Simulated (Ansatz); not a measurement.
# CuTe (Pmmn): one cell under locks on the spin (series 2), part 2 of 2

Task: run CuTe (Pmmn) at one cell with the spin set up in several ways. Cell and atoms stay fixed.

Ansatz 0.2.0; DFT PBEsol+U (U = 4 eV, J = 0.5 eV on Cu d), plane waves, PAW.

### Step 5. Antiferromagnetic site moments held at first, then free

Input file input.yaml:

```yaml
crystal:
  lattice:
    - [3.09999976, 0.0, 0.0]
    - [0.0, 4.01999969, 6.85999947]
    - [0.0, 0.0, 13.71999894]
  atoms:
    - { symbol: Cu, position: [0.0, 0.5, 0.9745], spin: 1.0 }
    - { symbol: Cu, position: [0.5, 0.0, 0.2755], spin: -1.0 }
    - { symbol: Te, position: [0.0, 0.0, 0.1115] }
    - { symbol: Te, position: [0.5, 0.5, 0.1385] }
    - { symbol: Cu, position: [0.0, 0.5, 0.4745], spin: 1.0 }
    - { symbol: Cu, position: [0.5, 0.0, 0.7755], spin: -1.0 }
    - { symbol: Te, position: [0.0, 0.0, 0.6115] }
    - { symbol: Te, position: [0.5, 0.5, 0.6385] }
basis:
  ecutwfc: 420
  ecutrho_ratio: 4
kpoints:
  mp_grid: { grid: [6, 5, 5] }
hamiltonian:
  xc: pbesol
  hubbard:
    sites:
      - { site: 0, l: d, u: 4.0, j: 0.5, starting_ns: [{ spin: up, occupation_matrix: s0up }, { spin: down, occupation_matrix: s0down }] }
      - { site: 1, l: d, u: 4.0, j: 0.5, starting_ns: [{ spin: up, occupation_matrix: s1up }, { spin: down, occupation_matrix: s1down }] }
      - { site: 4, l: d, u: 4.0, j: 0.5, starting_ns: [{ spin: up, occupation_matrix: s4up }, { spin: down, occupation_matrix: s4down }] }
      - { site: 5, l: d, u: 4.0, j: 0.5, starting_ns: [{ spin: up, occupation_matrix: s5up }, { spin: down, occupation_matrix: s5down }] }
    occupation_matrices:
      s0up:
        matrix:
          - [0.97, 0.0, 0.0, 0.0, 0.0]
          - [0.0, 0.97, 0.0, 0.0, 0.0]
          - [0.0, 0.0, 0.97, 0.0, 0.0]
          - [0.0, 0.0, 0.0, 0.97, 0.0]
          - [0.0, 0.0, 0.0, 0.0, 0.97]
      s0down:
        matrix:
          - [0.97, 0.0, 0.0, 0.0, 0.0]
          - [0.0, 0.97, 0.0, 0.0, 0.0]
          - [0.0, 0.0, 0.02, 0.0, 0.0]
          - [0.0, 0.0, 0.0, 0.97, 0.0]
          - [0.0, 0.0, 0.0, 0.0, 0.97]
      s1up:
        matrix:
          - [0.97, 0.0, 0.0, 0.0, 0.0]
          - [0.0, 0.97, 0.0, 0.0, 0.0]
          - [0.0, 0.0, 0.02, 0.0, 0.0]
          - [0.0, 0.0, 0.0, 0.97, 0.0]
          - [0.0, 0.0, 0.0, 0.0, 0.97]
      s1down:
        matrix:
          - [0.97, 0.0, 0.0, 0.0, 0.0]
          - [0.0, 0.97, 0.0, 0.0, 0.0]
          - [0.0, 0.0, 0.97, 0.0, 0.0]
          - [0.0, 0.0, 0.0, 0.97, 0.0]
          - [0.0, 0.0, 0.0, 0.0, 0.97]
      s4up:
        matrix:
          - [0.97, 0.0, 0.0, 0.0, 0.0]
          - [0.0, 0.97, 0.0, 0.0, 0.0]
          - [0.0, 0.0, 0.97, 0.0, 0.0]
          - [0.0, 0.0, 0.0, 0.97, 0.0]
          - [0.0, 0.0, 0.0, 0.0, 0.97]
      s4down:
        matrix:
          - [0.97, 0.0, 0.0, 0.0, 0.0]
          - [0.0, 0.97, 0.0, 0.0, 0.0]
          - [0.0, 0.0, 0.02, 0.0, 0.0]
          - [0.0, 0.0, 0.0, 0.97, 0.0]
          - [0.0, 0.0, 0.0, 0.0, 0.97]
      s5up:
        matrix:
          - [0.97, 0.0, 0.0, 0.0, 0.0]
          - [0.0, 0.97, 0.0, 0.0, 0.0]
          - [0.0, 0.0, 0.02, 0.0, 0.0]
          - [0.0, 0.0, 0.0, 0.97, 0.0]
          - [0.0, 0.0, 0.0, 0.0, 0.97]
      s5down:
        matrix:
          - [0.97, 0.0, 0.0, 0.0, 0.0]
          - [0.0, 0.97, 0.0, 0.0, 0.0]
          - [0.0, 0.0, 0.97, 0.0, 0.0]
          - [0.0, 0.0, 0.0, 0.97, 0.0]
          - [0.0, 0.0, 0.0, 0.0, 0.97]
    ns_hold: { iters: 8 }
scf:
  occupations: { method: gaussian, width: 0.05 }
  lower_state_search: "off"
  max_iter: 150
output:
  forces: true
  stress: true
  eigenvalues: true
  populations: true
  hubbard:
    sites:
      - { site: 0, l: d }
      - { site: 1, l: d }
      - { site: 4, l: d }
      - { site: 5, l: d }
magnetization:
  spin_polarized: true
  spin_locking: { lock_spins: true, n_iters: 12 }
```

The typed matrices put 0.97 on the chosen orbitals and 0.02 on the others, and are held for 8 cycles. The lock is temporary (n_iters 12) and is released on the way.

The run is started by

```
ansatz run input.yaml --threads 4 --pin off --max-ram 6144MiB --backend cpu --events-out ev --progress --plain --runs-dir out
```

Standard output (excerpt; [...] marks lines left out):

```text
Warning: output.stress: scf.convergence.dr2_threshold = 1e-7 eV (the SCF's general default) is looser than the 8e-10 eV advised for a printed stress (1e-10 eV for each atom of the cell: 8). What an SCF threshold leaves in a stress goes as its square root, and in the free energy as the [...]
Warning: RAYON_NUM_THREADS=4 ignored (pool sized by the plan → 4); use --threads N
Cu: projections on atomic orbitals take those of the free atom [Ne] 3s2 3p6 3d10 4s1, of charge +0.00 (hamiltonian.pseudopotentials.projection_atoms); the dataset's partial waves leave at most 2.0e-6 of an orbital's norm unspanned inside its sphere
Te: projections on atomic orbitals take those of the free atom [Kr] 4d10 5s2 5p4, of charge +0.00 (hamiltonian.pseudopotentials.projection_atoms); the dataset's partial waves leave at most 7.8e-6 of an orbital's norm unspanned inside its sphere
[...]
Pseudopotentials: kind: paw
Pseudopotential: Cu, paw, valence charge 19, recommended cutoff 420 eV (normal), Cu.paw.azcp
Pseudopotential: Te, paw, valence charge 16, recommended cutoff 420 eV (normal), Te.paw.azcp
Functional definition: PBEsol
[...]
Crystal: 8 atoms, lattice volume = 170.979 Å³
Basis set: ecut = 420 eV, 3361 PW (Γ), exchange–correlation on 48×108×192 points (8 copies of the dense FFT grid, shifted against one another)
[...]
WARN: the starting moments were not kept: the SCF closed with an absolute magnetisation of 3.1e-5 μB, where they sum to 4 μB in size (4 sites). That is at most 0.1 of that sum. Measured as dr2_m measures the in/out step, that magnetisation stands 3.3e-11 eV from none, at or under the [...]
WARN: hamiltonian.hubbard: on 4 of 8 specified blocks the occupation matrix of this SCF's result fails the test of the specified filling. At site 0 ↓ (sites count from 0 in the list of atoms of the cell that this SCF solves) the least filled combination of the orbitals specified full has [...]
  specified occupation → Cu1 d_3D dn: matrix, ‖Δ‖_F = 0.0344, Tr Δ = -0.0686, displaced = 0.0343, d_λ = 0.0344; orbital distance = 0.0000
  Cu4 d_3D: site group C2v (mm2)
  Cu4 d_3D up     Tr n = 4.9186  λ = 0.971 0.984 0.984 0.987 0.992  [yz 1.00 B2(1.00) | xz 1.00 B1(1.00) | xy 1.00 A2(1.00) | z2 1.00 A1(1.00) | x2-y2 1.00 A1(1.00)]
  Cu4 d_3D dn     Tr n = 4.9186  λ = 0.971 0.984 0.984 0.987 0.992  [yz 1.00 B2(1.00) | xz 1.00 B1(1.00) | xy 1.00 A2(1.00) | z2 1.00 A1(1.00) | x2-y2 1.00 A1(1.00)]
  specified occupation → Cu4 d_3D up: matrix, ‖Δ‖_F = 0.0344, Tr Δ = -0.0686, displaced = 0.0343, d_λ = 0.0344; orbital distance = 0.0000
  specified occupation → Cu4 d_3D dn: matrix, ‖Δ‖_F = 0.9521, Tr Δ = -1.0186, displaced = 0.5093, d_λ = 0.9521; orbital distance = 0.0000
  Cu5 d_3D: site group C2v (mm2)
  Cu5 d_3D up     Tr n = 4.9186  λ = 0.971 0.984 0.984 0.987 0.992  [yz 1.00 B2(1.00) | xz 1.00 B1(1.00) | xy 1.00 A2(1.00) | z2 1.00 A1(1.00) | x2-y2 1.00 A1(1.00)]
  Cu5 d_3D dn     Tr n = 4.9186  λ = 0.971 0.984 0.984 0.987 0.992  [yz 1.00 B2(1.00) | xz 1.00 B1(1.00) | xy 1.00 A2(1.00) | z2 1.00 A1(1.00) | x2-y2 1.00 A1(1.00)]
  specified occupation → Cu5 d_3D up: matrix, ‖Δ‖_F = 0.9521, Tr Δ = -1.0186, displaced = 0.5093, d_λ = 0.9521; orbital distance = 0.0000
  specified occupation → Cu5 d_3D dn: matrix, ‖Δ‖_F = 0.0344, Tr Δ = -0.0686, displaced = 0.0343, d_λ = 0.0344; orbital distance = 0.0000
  Tr n, λ and their labels are of the run-group-symmetrised matrices; stabiliser: 32 of 32 elements of G0×{1,Θ} (closed), max defect 1.4e-6 at τ = 5.0e-5
```

It took 1.7 min on 4 threads of Arm Neoverse V1, shared host; peak memory 1.3 GiB.

End state: no gap, pressure 1.8 GPa, no moment over 0.05 μB in any sphere, largest force component 0.28 eV/Å, 8 symmetry operations imposed. The program reports that the typed filling wasn't kept.

The shells' filling, with natural orbitals sorted by occupation:

```tsv
shell	channel	electrons	over 0.8	0.2 to 0.8	under 0.2
Cu 3d (atom 1)	up	4.92	5	0	0
Cu 3d (atom 1)	down	4.92	5	0	0
```

### Step 6. No spin polarisation

Input file input.yaml:

```yaml
crystal:
  lattice:
    - [3.09999976, 0.0, 0.0]
    - [0.0, 4.01999969, 6.85999947]
    - [0.0, 0.0, 13.71999894]
  atoms:
    - { symbol: Cu, position: [0.0, 0.5, 0.9745] }
    - { symbol: Cu, position: [0.5, 0.0, 0.2755] }
    - { symbol: Te, position: [0.0, 0.0, 0.1115] }
    - { symbol: Te, position: [0.5, 0.5, 0.1385] }
    - { symbol: Cu, position: [0.0, 0.5, 0.4745] }
    - { symbol: Cu, position: [0.5, 0.0, 0.7755] }
    - { symbol: Te, position: [0.0, 0.0, 0.6115] }
    - { symbol: Te, position: [0.5, 0.5, 0.6385] }
basis:
  ecutwfc: 420
  ecutrho_ratio: 4
kpoints:
  mp_grid: { grid: [6, 5, 5] }
hamiltonian:
  xc: pbesol
  hubbard:
    sites:
      - { site: 0, l: d, u: 4.0, j: 0.5 }
      - { site: 1, l: d, u: 4.0, j: 0.5 }
      - { site: 4, l: d, u: 4.0, j: 0.5 }
      - { site: 5, l: d, u: 4.0, j: 0.5 }
scf:
  occupations: { method: gaussian, width: 0.05 }
  lower_state_search: "off"
  max_iter: 150
output:
  forces: true
  stress: true
  eigenvalues: true
  populations: true
  hubbard:
    sites:
      - { site: 0, l: d }
      - { site: 1, l: d }
      - { site: 4, l: d }
      - { site: 5, l: d }
```

The run is started by

```
ansatz run input.yaml --threads 4 --pin off --max-ram 6144MiB --backend cpu --events-out ev --progress --plain --runs-dir out
```

Standard output (excerpt; [...] marks lines left out):

```text
Warning: RAYON_NUM_THREADS=4 ignored (pool sized by the plan → 4); use --threads N
Cu: projections on atomic orbitals take those of the free atom [Ne] 3s2 3p6 3d10 4s1, of charge +0.00 (hamiltonian.pseudopotentials.projection_atoms); the dataset's partial waves leave at most 2.0e-6 of an orbital's norm unspanned inside its sphere
Te: projections on atomic orbitals take those of the free atom [Kr] 4d10 5s2 5p4, of charge +0.00 (hamiltonian.pseudopotentials.projection_atoms); the dataset's partial waves leave at most 7.8e-6 of an orbital's norm unspanned inside its sphere
[...]
[... 4 set-up lines as earlier in the session ...]
[...]
Crystal: 8 atoms, lattice volume = 170.979 Å³
[...]
     4     Cu     18.5839
     5     Cu     18.5839
     6     Te     16.2002
     7     Te     16.2002
  spilling = 0.006171 (of n_electrons = 140.000000)
--- Occupation matrices: 4 shells (run DFT+U table (all-electron-ortho-atomic); ε = 1.13e-3) ---
  Cu0 d_3D: site group C2v (mm2)
  Cu0 d_3D -      Tr n = 4.9186  λ = 0.971 0.984 0.984 0.987 0.992  [yz 1.00 B2(1.00) | 2× xz 0.50 B1(0.50) | z2 1.00 A1(1.00) | x2-y2 1.00 A1(1.00)]
  Cu1 d_3D: site group C2v (mm2)
  Cu1 d_3D -      Tr n = 4.9186  λ = 0.971 0.984 0.984 0.987 0.992  [yz 1.00 B2(1.00) | 2× xz 0.50 B1(0.50) | z2 1.00 A1(1.00) | x2-y2 1.00 A1(1.00)]
  Cu4 d_3D: site group C2v (mm2)
  Cu4 d_3D -      Tr n = 4.9186  λ = 0.971 0.984 0.984 0.987 0.992  [yz 1.00 B2(1.00) | 2× xz 0.50 B1(0.50) | z2 1.00 A1(1.00) | x2-y2 1.00 A1(1.00)]
  Cu5 d_3D: site group C2v (mm2)
  Cu5 d_3D -      Tr n = 4.9186  λ = 0.971 0.984 0.984 0.987 0.992  [yz 1.00 B2(1.00) | 2× xz 0.50 B1(0.50) | z2 1.00 A1(1.00) | x2-y2 1.00 A1(1.00)]
  Tr n, λ and their labels are of the run-group-symmetrised matrices; stabiliser: 32 of 32 elements of G0×{1,Θ} (closed), max defect 2.6e-15 at τ = 2.4e-4
```

Run time: 15 s. Hardware: 4 threads of Arm Neoverse V1, shared host; peak memory 1 GiB.

Result: no gap, pressure 1.8 GPa, no moment over 0.05 μB in any sphere, largest force component 0.28 eV/Å, 16 symmetry operations imposed.

How the shells are filled (orbitals counted by the eigenvalues of the occupation matrices):

```tsv
shell	channel	electrons	over 0.8	0.2 to 0.8	under 0.2
Cu 3d (atom 1)	each spin	4.92	5	0	0
```

### Step 7. The states in order of energy

This closing draws on all 2 parts.

Energies count from the lowest free state and have the smearing extrapolated to zero.

| start | energy (meV/atom) | gap (eV) | pressure (GPa) | largest moment (μB) | SCF cycles | time |
| --- | --- | --- | --- | --- | --- | --- |
| ferromagnetic start, free, natural orbitals of the symmetric run filled by rank (earlier series) | 0.0 | metal | 1.8 | 0.00 | 23 | 47 s |
| antiferromagnetic site moments held at first, then free | 0.0 | metal | 1.8 | 0.00 | 27 | 1.7 min |
| ferromagnetic start, free, default search | 0.0 | metal | 1.8 | 0.00 | 16 | 33 s |
| no spin polarisation | 0.0 | metal | 1.8 | 0.00 | 10 | 15 s |
| total moment locked, 1.00 μB per cell [held] | 18.4 | metal | 2.0 | 0.09 | 11 | 26 s |
| total moment locked, 2.00 μB per cell [held] | 69.7 | metal | 2.9 | 0.19 | 12 | 27 s |

The 3 free runs end within about 1 meV/atom of each other. The run with the program's default settings reaches the lowest one found. Spin polarisation gains nothing here. The cheapest of the held states, «total moment locked, 1.00 μB per cell», lies +18 meV/atom from the lowest free state; part of that can come from another filling of the orbitals. The lowest state found need not be the ground state, and the geometry wasn't relaxed for any of them.
